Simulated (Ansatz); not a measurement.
**GaH₆NOSi: small, medium and large basis sets**

One table from this session's results is given with a row withheld; the runs are named, their logs left out.

The runs use Ansatz 0.2.0, Gaussian basis; one geometry, several basis sets.

Plan: PBE0-D4/def2-SVP; ωB97M-V/def2-SVP; PBE0-D4/def2-QZVPP; ωB97M-V/def2-QZVPP; the functionals' def2-TZVPP values are taken from earlier runs.

## Structure used throughout

The geometry comes from an earlier relaxation with PBE0-D4 in a triple-zeta def2 set; it is a stationary point, not always the lowest conformer.

10 atoms, charge 0, spin multiplicity 1.

Atoms are counted from 1 here; the program's logs count them from 0.

Bond lengths: N1–Si2 1.844 Å, N1–Ga3 2.209 Å, N1–H5 1.017 Å, N1–H6 1.017 Å, Si2–H7 1.522 Å, Si2–H8 1.487 Å, Si2–H9 1.487 Å, Ga3–O4 1.943 Å, O4–H10 0.959 Å. Angles: Si2–N1–Ga3 104.6°, Si2–N1–H5 109.7°, Si2–N1–H6 109.5°, Ga3–N1–H5 115.6°, Ga3–N1–H6 113.2°, H5–N1–H6 104.3°, N1–Si2–H7 94.6°, N1–Si2–H8 118.2°, N1–Si2–H9 117.6°, H7–Si2–H8 98.4°, H7–Si2–H9 98.5°, H8–Si2–H9 119.6°, N1–Ga3–O4 70.8°, Ga3–O4–H10 129.5°.

As a file:

```
atom    x (Å)    y (Å)    z (Å)
  N1  -0.1165   1.0720   0.5278
 Si2   0.5491  -0.1572  -0.6743
 Ga3  -1.4892  -0.0896   1.8101
  O4  -0.7682  -1.2503   0.4280
  H5   0.6524   1.5311   1.0096
  H6  -0.5802   1.8233   0.0223
  H7   1.4704   0.8366  -1.3678
  H8  -0.2947  -0.5240  -1.8422
  H9   1.5814  -1.1086  -0.1852
 H10  -0.9215  -2.1843   0.2745
```

Set-up of the first run:

Contents of in.yaml:

```yaml
crystal:
  periodic: [false, false, false]
  atoms:
    - {symbol: N, position_ang: [-0.116473, 1.071956, 0.527755]}
    - {symbol: Si, position_ang: [0.549080, -0.157229, -0.674338]}
    - {symbol: Ga, position_ang: [-1.489214, -0.089608, 1.810074]}
    - {symbol: O, position_ang: [-0.768222, -1.250319, 0.428033]}
    - {symbol: H, position_ang: [0.652357, 1.531095, 1.009593]}
    - {symbol: H, position_ang: [-0.580153, 1.823331, 0.022301]}
    - {symbol: H, position_ang: [1.470391, 0.836617, -1.367765]}
    - {symbol: H, position_ang: [-0.294652, -0.523980, -1.842159]}
    - {symbol: H, position_ang: [1.581446, -1.108606, -0.185213]}
    - {symbol: H, position_ang: [-0.921461, -2.184256, 0.274519]}
basis:
  gaussian: {orbitals: def2-SVP}
hamiltonian: {xc: pbe0, dispersion: d4}
output: {orbitals: {seedname: orbitals}}
```

Among the steps run: PBE0-D4 in def2-SVP; ωB97M-V in def2-SVP; PBE0-D4 in def2-QZVPP; ωB97M-V in def2-QZVPP.

One of the session's tables, all rows but one given; the rest of the session is left out.

It belongs to the step «Functionals by basis». 

| functional | basis | HOMO (eV) |
| --- | --- | --- |
| PBE0-D4 | def2-SVP | -6.24 |
| PBE0-D4 | def2-TZVPP | -6.33 |
| PBE0-D4 | def2-QZVPP | ? |
| ωB97M-V | def2-SVP | -8.35 |
| ωB97M-V | def2-TZVPP | -8.46 |
| ωB97M-V | def2-QZVPP | -8.50 |

**Question.** Estimate the row for PBE0-D4, def2-QZVPP.

As computed: HOMO (eV): -6.37. In the column «HOMO (eV)» it lies between ωB97M-V, def2-SVP (-8.35) and PBE0-D4, def2-TZVPP (-6.33).
